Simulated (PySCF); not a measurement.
# C₃H₂O₄: a tour of settings

Aim: see how C₃H₂O₄ (`O=c1occ(O)o1`) answers to the choice of functional, basis, grid and SCF options.

The runs use PySCF 2.14.0, with density-fitted response routines of our own; the level of theory stands in each step. All values are computed, except where a source is named. Atoms are numbered from 0 throughout.

## (1) The molecule as given

9 atoms, charge 0, multiplicity 1; geometry from: GFN2-xTB.

Bonds of the start (Å): O0–C1 1.18, C1–O2 1.34, O2–C3 1.38, C3–C4 1.34, C4–O5 1.33, C4–O6 1.36, O6–C1 1.37, C3–H7 1.07, O5–H8 0.96.

## (2) Indirect couplings: WP04/Sadlej pVTZ

What the job is given:

```
{"job": {"kind": "j", "xc": "WP04", "basis": "Sadlej pVTZ"}, "charge": 0, "multiplicity": 1}
O      2.711373    -0.544766    -0.370209
C      1.579554    -0.240262    -0.196754
O      1.127017     0.972894     0.160890
C     -0.248534     0.894962     0.253704
C     -0.605654    -0.362096    -0.048688
O     -1.773227    -0.998497    -0.120010
O      0.511577    -1.084549    -0.331658
H     -0.784924     1.775497     0.530223
H     -2.503620    -0.407189     0.097323
```

Method: WP04/Sadlej pVTZ indirect spin-spin coupling, non-relativistic, gas phase.

Run with:

```console
$ OMP_NUM_THREADS=1 python probes_run.py task.json out
```

One launch serves the whole session: the jobs run in the order shown.

The log of the run:

```text
coarse grid: 8848 points
cycle   1  E = -424.4105814225  dE =  1.848e+00  |g| = 1.475e+00  |ddm| = 1.732e+01
cycle   2  E = -423.2128919592  dE =  1.198e+00  |g| = 2.891e+00  |ddm| = 8.115e+00
cycle   3  E = -424.7413222509  dE = -1.528e+00  |g| = 5.668e-01  |ddm| = 6.049e+00
cycle   4  E = -424.8025257305  dE = -6.120e-02  |g| = 1.918e-01  |ddm| = 9.903e-01
cycle   5  E = -424.8088172570  dE = -6.292e-03  |g| = 5.099e-02  |ddm| = 5.155e-01
cycle   6  E = -424.8093291352  dE = -5.119e-04  |g| = 2.007e-02  |ddm| = 1.522e-01
cycle   7  E = -424.8093998555  dE = -7.072e-05  |g| = 7.780e-03  |ddm| = 3.256e-02
cycle   8  E = -424.8094117403  dE = -1.188e-05  |g| = 2.000e-03  |ddm| = 1.649e-02
cycle   9  E = -424.8094126689  dE = -9.286e-07  |g| = 5.768e-04  |ddm| = 5.211e-03
final grid: 89200 points
cycle  10  E = -424.8359020180  dE = -5.287e-05  |g| = 7.223e-03  |ddm| = 2.984e-01
cycle  11  E = -424.8358839475  dE =  1.807e-05  |g| = 1.210e-02  |ddm| = 4.182e-02
cycle  12  E = -424.8359107659  dE = -2.682e-05  |g| = 1.368e-03  |ddm| = 2.342e-02
cycle  13  E = -424.8359110185  dE = -2.526e-07  |g| = 7.654e-04  |ddm| = 2.521e-03
cycle  14  E = -424.8359111271  dE = -1.086e-07  |g| = 1.152e-04  |ddm| = 9.886e-04
cycle  15  E = -424.8359111300  dE = -2.851e-09  |g| = 3.363e-05  |ddm| = 4.422e-04
cycle  16  E = -424.8359111301  dE = -1.919e-10  |g| = 2.022e-05  |ddm| = 8.116e-05
converged SCF energy = -424.8359111301

Indirect spin-spin couplings (Hz)
  i      j    bonds     total        FC       PSO       DSO        SD
  0 O    1 C    1     33.530    28.483     8.014    -0.147    -2.820
  0 O    2 O    2     -2.565     0.952    -4.734    -0.024     1.241
  0 O    3 C    3      0.440     0.151     0.255     0.082    -0.048
  0 O    4 C    3      0.456     0.186     0.099     0.072     0.098
  0 O    5 O    4     -0.168     0.048    -0.141    -0.031    -0.044
  0 O    6 O    2     -2.601     0.996    -4.489    -0.019     0.911
  1 C    2 O    1     34.490    28.923     5.968    -0.215    -0.186
  1 C    3 C    2     -0.774    -0.836    -0.139     0.038     0.163
  1 C    4 C    2      6.939     6.731     0.033     0.078     0.098
  1 C    5 O    3     -2.169    -2.489     0.253     0.050     0.017
  1 C    6 O    1     33.544    28.876     5.119    -0.222    -0.229
  1 C    7 H    3      9.457     9.639     0.362    -0.564     0.021
  2 O    3 C    1     29.471    28.608     1.196    -0.161    -0.172
  2 O    4 C    2     -0.997     0.181     0.087    -0.018    -1.247
  2 O    5 O    3     -1.252    -0.578    -0.879    -0.034     0.239
  2 O    6 O    2     -5.059    -2.388    -2.603    -0.005    -0.063
  2 O    7 H    2    -16.556   -16.387    -0.313     0.131     0.013
  2 O    8 H    4      0.510    -0.009     0.257     0.221     0.041
  3 C    4 C    1    109.361   113.186    -8.713     0.370     4.518
  3 C    5 O    2      4.064     3.666     1.905     0.034    -1.541
  3 C    6 O    2     -1.458    -0.903     0.408     0.001    -0.964
  3 C    7 H    1    229.694   228.880    -0.691     1.122     0.383
  3 C    8 H    3      0.019     0.733    -0.525     0.050    -0.239
  4 C    5 O    1     17.915    14.226     3.150    -0.161     0.700
  4 C    6 O    1     22.432    18.948     3.655    -0.199     0.028
  4 C    7 H    2     12.230    13.546    -0.923    -0.357    -0.036
  4 C    8 H    2      2.039     2.697    -0.300    -0.470     0.112
  5 O    6 O    2     11.822    12.835    -0.866     0.000    -0.147
  5 O    7 H    3      0.824     0.358     0.212     0.144     0.110
  5 O    8 H    1    -69.097   -58.981    -9.630    -0.401    -0.085
  6 O    7 H    3      0.615     0.251     0.038     0.351    -0.024
  6 O    8 H    3     -6.743    -7.009    -0.073     0.424    -0.085
  7 H    8 H    4      0.822     0.400    -0.516     0.751     0.188
```

Run time: 34 s. Hardware: 1 thread of Intel Xeon Platinum 8488C, shared host; peak memory 0.81 GiB.

This basis has no tight s functions, so the Fermi-contact terms are rough.

Couplings of 1 Hz or more, nine at most for each number of bonds (isotopes 13C, 1H, 17O):

```
 pair  bonds  J (Hz)  Fermi contact (Hz)  dihedral (°)
C3–H7      1   229.7               228.9             –
C3–C4      1   109.4               113.2             –
O5–H8      1   -69.1               -59.0             –
C1–O2      1    34.5                28.9             –
C1–O6      1    33.5                28.9             –
O0–C1      1    33.5                28.5             –
O2–C3      1    29.5                28.6             –
C4–O6      1    22.4                18.9             –
C4–O5      1    17.9                14.2             –
O2–H7      2   -16.6               -16.4             –
C4–H7      2    12.2                13.5             –
O5–O6      2    11.8                12.8             –
C1–C4      2     6.9                 6.7             –
O2–O6      2    -5.1                -2.4             –
C3–O5      2     4.1                 3.7             –
O0–O6      2    -2.6                 1.0             –
O0–O2      2    -2.6                 1.0             –
C4–H8      2     2.0                 2.7             –
C1–H7      3     9.5                 9.6          -180
O6–H8      3    -6.7                -7.0           180
C1–O5      3    -2.2                -2.5          -180
O2–O5      3    -1.3                -0.6           180
```

Quadrupole couplings from the field gradients of the same density:

```
atom  isotope  eQq/h (MHz)     η
  O5      17O        -11.1  0.92
  O2      17O       -9.750  0.57
  O6      17O       -9.617  0.56
  O0      17O        8.662  0.36
```

## (3) Excited states and response: PBE0/cc-pVTZ

Settings changed since step 2:

```diff
@@ -1,2 +1,2 @@
-{"job": {"kind": "j", "xc": "WP04", "basis": "Sadlej pVTZ"}, "charge": 0, "multiplicity": 1}
+{"job": {"kind": "uv", "xc": "PBE0", "basis": "cc-pVTZ", "nstates": 3, "ntriplets": 2, "tda": false}, "charge": 0, "multiplicity": 1}
 O      2.711373    -0.544766    -0.370209
```

Method: TDDFT PBE0/cc-pVTZ, vertical, gas phase, core orbitals frozen in the response.

The log of the run:

```text
coarse grid: 8848 points
cycle   1  E = -415.9114675232  dE =  1.829e+00  |g| = 1.109e+00  |ddm| = 6.298e+00
cycle   2  E = -415.4357466402  dE =  4.757e-01  |g| = 1.985e+00  |ddm| = 3.287e+00
cycle   3  E = -416.1075000681  dE = -6.718e-01  |g| = 3.205e-01  |ddm| = 2.263e+00
cycle   4  E = -416.1246876390  dE = -1.719e-02  |g| = 1.033e-01  |ddm| = 4.538e-01
cycle   5  E = -416.1263399545  dE = -1.652e-03  |g| = 2.022e-02  |ddm| = 1.193e-01
cycle   6  E = -416.1264124443  dE = -7.249e-05  |g| = 8.629e-03  |ddm| = 3.491e-02
cycle   7  E = -416.1264235716  dE = -1.113e-05  |g| = 3.353e-03  |ddm| = 1.155e-02
cycle   8  E = -416.1264256111  dE = -2.040e-06  |g| = 7.234e-04  |ddm| = 4.398e-03
final grid: 89200 points
cycle   9  E = -416.1055943503  dE = -5.272e-05  |g| = 1.423e-02  |ddm| = 7.515e-02
cycle  10  E = -416.1055488516  dE =  4.550e-05  |g| = 2.153e-02  |ddm| = 3.791e-02
cycle  11  E = -416.1056256166  dE = -7.677e-05  |g| = 1.904e-03  |ddm| = 2.369e-02
cycle  12  E = -416.1056262443  dE = -6.277e-07  |g| = 4.869e-04  |ddm| = 2.448e-03
cycle  13  E = -416.1056262846  dE = -4.027e-08  |g| = 6.977e-05  |ddm| = 5.260e-04
cycle  14  E = -416.1056262853  dE = -6.985e-10  |g| = 3.416e-05  |ddm| = 1.251e-04
cycle  15  E = -416.1056262855  dE = -2.178e-10  |g| = 6.533e-06  |ddm| = 4.683e-05
converged SCF energy = -416.1056262855

Static polarisability (au): isotropic 42.979, principal 25.834 44.752 58.351

Singlet excitations
state   eV       nm        f      main configurations
  1   5.5951    221.6   0.00089   H->L 0.99
  2   6.6368    186.8   0.10046   H->L+2 0.96
  3   6.9522    178.3   0.16396   H->L+1 0.94

Triplet excitations (Tamm-Dancoff, eV): 4.3871 5.4229
```

Wall time 24 s (1 thread of Intel Xeon Platinum 8488C, shared host); peak memory 0.78 GiB.

The orbitals next to the gap, with their largest atomic shares:

```
orbital      eV                      atoms
 HOMO−3  -11.30  O2 33 %, O6 33 %, C3 11 %
 HOMO−2  -10.18  O0 41 %, O5 20 %, O6 13 %
 HOMO−1   -8.98   O0 74 %, C1 13 %, O6 5 %
   HOMO   -6.78  C3 34 %, C4 21 %, O2 12 %
   LUMO    0.18    H8 72 %, O5 9 %, H7 7 %
 LUMO+1    0.69   C4 37 %, C3 35 %, O5 7 %
 LUMO+2    0.93  C1 49 %, O0 24 %, O6 12 %
```

With each of the 3 states as a Gaussian band of 0.4 eV half-width at 1/e, the curve within the window shown has maxima at 181 nm (ε 9,300) L/(mol cm). Beyond the last state computed it falls off for lack of states. The curve at chosen wavelengths:

| nm | ε (L/mol/cm) |
| --- | --- |
| 171 | 4164 |
| 174 | 6388 |
| 177 | 8251 |
| 180 | 9207 |
| 183 | 9075 |
| 186 | 8040 |
| 189 | 6481 |
| 193 | 4248 |
| 196 | 2811 |
| 199 | 1719 |
| 202 | 977 |
| 205 | 520 |
| 208 | 266 |
| 211 | 137 |
| 214 | 78 |
| 217 | 53 |
| 220 | 44 |
| 223 | 39 |
| 226 | 35 |
| 230 | 28 |
| 233 | 23 |
| 236 | 17 |
| 239 | 13 |
| 242 | 9 |
| 245 | 6 |
| 248 | 4 |

Further results of this job:

```
           property  computed
  dipole moment (D)      5.64
polarisability (Å³)      6.37
 HOMO–LUMO gap (eV)      6.95
      −ε(HOMO) (eV)      6.78
```

## (4) Nuclear shieldings: OLYP/pcSseg-1

Settings changed since step 3:

```diff
@@ -1,2 +1,2 @@
-{"job": {"kind": "uv", "xc": "PBE0", "basis": "cc-pVTZ", "nstates": 3, "ntriplets": 2, "tda": false}, "charge": 0, "multiplicity": 1}
+{"job": {"kind": "nmr", "xc": "OLYP", "basis": "pcSseg-1", "pop": false, "scf": {"damp": 0.2}}, "charge": 0, "multiplicity": 1}
 O      2.711373    -0.544766    -0.370209
```

With the program's defaults for keys left out, this is: GIAO OLYP/pcSseg-1 NMR shielding, non-relativistic, gas phase.

The log of the run:

```text
damping 0.20 in the first 6 cycles
final grid: 89200 points
cycle   1  E = -415.9837481352  dE =  1.692e+00  |g| = 1.229e+00  |ddm| = 2.969e+00
cycle   2  E = -415.5322596705  dE =  4.515e-01  |g| = 1.962e+00  |ddm| = 1.855e+00
cycle   3  E = -415.0598656807  dE =  4.724e-01  |g| = 2.588e+00  |ddm| = 2.430e+00
cycle   4  E = -411.4231631705  dE =  3.637e+00  |g| = 4.478e+00  |ddm| = 5.048e+00
cycle   5  E = -404.0884262374  dE =  7.335e+00  |g| = 6.875e+00  |ddm| = 1.587e+01
cycle   6  E = -362.7502085162  dE =  4.134e+01  |g| = 1.191e+01  |ddm| = 1.855e+01
cycle   7  E = -283.1342824936  dE =  7.962e+01  |g| = 1.992e+01  |ddm| = 1.869e+01
cycle   8  E = -373.4301225471  dE = -9.030e+01  |g| = 1.112e+01  |ddm| = 5.284e+01
cycle   9  E = -395.7416043381  dE = -2.231e+01  |g| = 6.928e+00  |ddm| = 5.274e+01
cycle  10  E = -353.8710859665  dE =  4.187e+01  |g| = 1.330e+01  |ddm| = 2.649e+01
[... 3 cycles left out ...]
cycle  14  E = -416.1519021461  dE = -1.495e+00  |g| = 6.635e-01  |ddm| = 2.129e+00
cycle  15  E = -416.0379617796  dE =  1.139e-01  |g| = 9.817e-01  |ddm| = 9.773e-01
cycle  16  E = -416.2460681645  dE = -2.081e-01  |g| = 1.228e-01  |ddm| = 7.344e-01
cycle  17  E = -416.2428078125  dE =  3.260e-03  |g| = 1.927e-01  |ddm| = 2.149e-01
cycle  18  E = -416.2496901971  dE = -6.882e-03  |g| = 2.731e-02  |ddm| = 1.232e-01
cycle  19  E = -416.2498385129  dE = -1.483e-04  |g| = 8.459e-03  |ddm| = 2.707e-02
cycle  20  E = -416.2498524888  dE = -1.398e-05  |g| = 3.441e-03  |ddm| = 8.364e-03
cycle  21  E = -416.2498550286  dE = -2.540e-06  |g| = 5.900e-04  |ddm| = 2.636e-03
cycle  22  E = -416.2498551022  dE = -7.360e-08  |g| = 6.531e-05  |ddm| = 4.328e-04
cycle  23  E = -416.2498551029  dE = -7.317e-10  |g| = 1.411e-05  |ddm| = 4.760e-05
converged SCF energy = -416.2498551029

GIAO shielding tensors (ppm)
atom      isotropic    diamagn.    paramagn.     s11        s22        s33       span
  0 O       51.890     396.073    -344.183   -107.658    -15.420    278.747    386.406
  1 C       38.304     248.932    -210.628    -49.670     38.029    126.552    176.222
  2 O      118.907     397.022    -278.115    -14.475    177.676    193.521    207.997
  3 C       80.190     255.175    -174.985     41.357     90.748    108.466     67.109
  4 C       29.266     251.342    -222.076    -41.703     52.748     76.754    118.457
  5 O      229.649     386.099    -156.450    189.328    245.084    254.535     65.206
  6 O       91.314     399.028    -307.714    -13.011    110.087    176.865    189.877
  7 H       25.482      31.875      -6.394     23.637     25.763     27.045      3.408
  8 H       27.778      30.961      -3.184     20.559     25.702     37.072     16.513
```

Run time: 19 s. Hardware: 1 thread of Intel Xeon Platinum 8488C, shared host; peak memory 0.58 GiB.

The references, computed at this level on geometries of the same kind, shield at (ppm): 1H TMS 31.74, 13C TMS 183.3, 17O H2O 336.0. Their shielding less the atom's gives the shift. The references are single molecules in the gas phase, so shifts against H2O, NH3, PH3, H3PO4 or CFCl3 are not on the usual liquid scales and can be off by tens of ppm.

```
atoms                                         environment  σ (ppm)  δ (ppm)
   C4                      aromatic carbon bearing oxygen     29.3    154.0
   C1                                ring carbonyl carbon     38.3    145.0
   C3                 aromatic CH next to the ring oxygen     80.2    103.1
   H7  hydrogen on an aromatic CH next to the ring oxygen    25.48     6.26
   H8                    hydrogen on a phenol-type oxygen    27.78     3.96
   O0                                     carbonyl oxygen     51.9    284.1
   O6                                aromatic ring oxygen     91.3    244.7
   O2                                aromatic ring oxygen    118.9    217.1
   O5                                  phenol-type oxygen    229.6    106.3
```

Ring of atoms C1, O2, C3, C4, O6: NICS(0) -9.3, NICS(1) -4.5, NICS(1)zz -9.5 ppm (means of both faces).

## (5) Excited states and response: LDA/cc-pVDZ in cyclohexane

Settings changed since step 4:

```diff
@@ -1,2 +1,2 @@
-{"job": {"kind": "nmr", "xc": "OLYP", "basis": "pcSseg-1", "pop": false, "scf": {"damp": 0.2}}, "charge": 0, "multiplicity": 1}
+{"job": {"kind": "uv", "xc": "LDA", "basis": "cc-pVDZ", "solvent": "cyclohexane", "nstates": 3, "ntriplets": 2, "tda": false, "scf": {"conv": 1e-08, "aux": "def2-qzvpp-jkfit"}}, "charge": 0, "multiplicity": 1}
 O      2.711373    -0.544766    -0.370209
```

Level: TDDFT LDA/cc-pVDZ, vertical, IEF-PCM cyclohexane (non-equilibrium linear response), core orbitals frozen in the response.

The log of the run:

```text
final grid: 89200 points
cycle   1  E = -413.0339571595  dE =  1.694e+00  |g| = 1.172e+00  |ddm| = 6.535e+00
cycle   2  E = -411.8782750710  dE =  1.156e+00  |g| = 2.684e+00  |ddm| = 4.432e+00
cycle   3  E = -413.2077500676  dE = -1.329e+00  |g| = 6.148e-01  |ddm| = 3.412e+00
cycle   4  E = -413.2807129444  dE = -7.296e-02  |g| = 1.738e-01  |ddm| = 9.009e-01
cycle   5  E = -413.2856017398  dE = -4.889e-03  |g| = 6.248e-02  |ddm| = 2.907e-01
cycle   6  E = -413.2862430921  dE = -6.414e-04  |g| = 3.252e-02  |ddm| = 1.152e-01
cycle   7  E = -413.2864546592  dE = -2.116e-04  |g| = 7.862e-03  |ddm| = 4.723e-02
cycle   8  E = -413.2864658874  dE = -1.123e-05  |g| = 3.069e-03  |ddm| = 1.308e-02
cycle   9  E = -413.2864681483  dE = -2.261e-06  |g| = 7.101e-04  |ddm| = 5.143e-03
cycle  10  E = -413.2864682286  dE = -8.030e-08  |g| = 3.736e-04  |ddm| = 1.279e-03
cycle  11  E = -413.2864682537  dE = -2.507e-08  |g| = 1.473e-04  |ddm| = 6.340e-04
cycle  12  E = -413.2864682579  dE = -4.174e-09  |g| = 2.282e-05  |ddm| = 1.680e-04
converged SCF energy = -413.2864682579

Static polarisability (au): isotropic 42.483, principal 21.080 44.422 61.948

Singlet excitations
state   eV       nm        f      main configurations
  1   5.5306    224.2   0.00048   H->L+2 1.00
  2   5.7802    214.5   0.09131   H->L 0.82, H->L+1 0.13
  3   6.5820    188.4   0.13834   H->L+1 0.77, H->L 0.12

Triplet excitations (Tamm-Dancoff, eV): 4.6451 4.9254
```

It took 3.2 s on 1 thread of Intel Xeon Platinum 8488C, shared host; peak memory 0.48 GiB.

In short: HOMO -5.38 eV, LUMO -0.26 eV; lowest singlet 5.53 eV.

## (6) Shielding tensors: PBE0/def2-TZVPP

Settings changed since step 5:

```diff
@@ -1,2 +1,2 @@
-{"job": {"kind": "uv", "xc": "LDA", "basis": "cc-pVDZ", "solvent": "cyclohexane", "nstates": 3, "ntriplets": 2, "tda": false, "scf": {"conv": 1e-08, "aux": "def2-qzvpp-jkfit"}}, "charge": 0, "multiplicity": 1}
+{"job": {"kind": "nmr", "xc": "PBE0", "basis": "def2-TZVPP", "pop": false, "scf": {"conv": 1e-07}}, "charge": 0, "multiplicity": 1}
 O      2.711373    -0.544766    -0.370209
```

Level: GIAO PBE0/def2-TZVPP NMR shielding, non-relativistic, gas phase.

The log of the run:

```text
final grid: 89200 points
cycle   1  E = -415.9048185664  dE =  1.833e+00  |g| = 1.122e+00  |ddm| = 2.732e+00
cycle   2  E = -415.4144205979  dE =  4.904e-01  |g| = 2.004e+00  |ddm| = 1.783e+00
cycle   3  E = -416.1055049789  dE = -6.911e-01  |g| = 3.253e-01  |ddm| = 1.321e+00
cycle   4  E = -416.1233559019  dE = -1.785e-02  |g| = 1.061e-01  |ddm| = 2.338e-01
cycle   5  E = -416.1251265421  dE = -1.771e-03  |g| = 2.017e-02  |ddm| = 5.847e-02
cycle   6  E = -416.1252001575  dE = -7.362e-05  |g| = 8.566e-03  |ddm| = 1.722e-02
cycle   7  E = -416.1252111156  dE = -1.096e-05  |g| = 3.342e-03  |ddm| = 5.923e-03
cycle   8  E = -416.1252131514  dE = -2.036e-06  |g| = 7.299e-04  |ddm| = 2.289e-03
cycle   9  E = -416.1252132590  dE = -1.075e-07  |g| = 3.053e-04  |ddm| = 7.268e-04
cycle  10  E = -416.1252132792  dE = -2.020e-08  |g| = 5.945e-05  |ddm| = 2.162e-04
converged SCF energy = -416.1252132792

GIAO shielding tensors (ppm)
atom      isotropic    diamagn.    paramagn.     s11        s22        s33       span
  0 O       50.857     391.247    -340.390   -116.997    -20.646    290.214    407.211
  1 C       35.783     250.718    -214.934    -57.887     43.565    121.672    179.559
  2 O      129.167     387.910    -258.743    -14.649    188.137    214.012    228.660
  3 C       81.973     258.560    -176.586     38.463     93.490    113.967     75.503
  4 C       28.771     252.001    -223.230    -52.798     56.637     82.475    135.273
  5 O      242.629     383.531    -140.902    202.684    259.621    265.581     62.897
  6 O       94.847     388.344    -293.497    -13.603    121.604    176.541    190.145
  7 H       25.353      31.709      -6.356     23.444     25.619     26.995      3.552
  8 H       27.504      30.701      -3.197     19.799     25.358     37.355     17.555
```

Run time: 26 s. Hardware: 1 thread of Intel Xeon Platinum 8488C, shared host; peak memory 1 GiB.

Key values: σ C4 28.8, C1 35.8, C3 82.0, O0 50.9, H7 25.35, H8 27.50 ppm.

## (7) Run by run: electronic excitations

Excitations and ground-state properties, with basis size and wall time:

```
                       run  lowest singlet (eV)  brightest (eV)      f  gap (eV)  α (Å³)  μ (D)  functions   time
              PBE0/cc-pVTZ                 5.60            6.95  0.164      6.95    6.37   5.64        238   24 s
LDA/cc-pVDZ in cyclohexane                 5.53            6.58  0.138      5.12    6.30   6.02        108  3.2 s
```

## (8) Comparing the runs: NMR shifts

Isotropic shieldings (ppm) of some atoms, chosen among heavy atoms and hydrogens apart, with basis size and wall time:

```
            run    C1    C3     H7     H8    O6     O2     O5  functions  time
  OLYP/pcSseg-1  38.3  80.2  25.48  27.78  91.3  118.9  229.6        129  19 s
PBE0/def2-TZVPP  35.8  82.0  25.35  27.50  94.8  129.2  242.6        245  26 s
```

## (9) What came out

```
                                        quantity                           value
largest coupling of the table (WP04/Sadlej pVTZ)         1J(C,H) C3–H7, 229.7 Hz
                   lowest singlet (PBE0/cc-pVTZ)     5.60 eV (222 nm), f = 0.001
        brightest single state of those computed     state 3, 6.95 eV, f = 0.164
                                  lowest triplet                         4.39 eV
          13C shifts against TMS (OLYP/pcSseg-1)         154.0, 145.0, 103.1 ppm
           1H shifts against TMS (OLYP/pcSseg-1)                  6.26, 3.96 ppm
          17O shifts against H2O (OLYP/pcSseg-1)  284.1, 244.7, 217.1, 106.3 ppm
                     range of the lowest singlet                 5.53 to 5.60 eV
                    range of the shielding of O5              229.6 to 242.6 ppm
```

In words: Single values in the summary come from the first run of each kind that ended normally (WP04/Sadlej pVTZ; PBE0/cc-pVTZ; OLYP/pcSseg-1), which need not be the best level. Of the pairs tabulated at WP04/Sadlej pVTZ, C3–H7 couples most strongly (229.7 Hz; Fermi contact 228.9 Hz). The first singlet state (HOMO→LUMO 0.99) lies at 5.60 eV and is dark; of the 3 states computed, the strongest absorption comes from state 3 at 6.95 eV (the last computed, so partners may be missing). The lowest triplet lies 1.21 eV below the lowest singlet (triplets in Tamm-Dancoff, singlets in full TDDFT). States above −ε(HOMO) lie where TDDFT describes them poorly and they hang on the basis; the brightest is among them. The basis of PBE0/cc-pVTZ has no diffuse functions, so Rydberg states are missing and the high states are unreliable. At OLYP/pcSseg-1: Shielding is most anisotropic at O0 (span 386 ppm, paramagnetic term -344 ppm). The lowest singlet runs from 5.53 eV (LDA/cc-pVDZ in cyclohexane) to 5.60 eV (PBE0/cc-pVTZ), while the orbital gap spans 5.12 to 6.95 eV. The lowest state need not be the same one in every run. In ppm, O5 moves most: its shielding spreads over 13.0 ppm, from 229.6 (OLYP/pcSseg-1) to 242.6 (PBE0/def2-TZVPP). Couplings from bases without tight functions are rough.
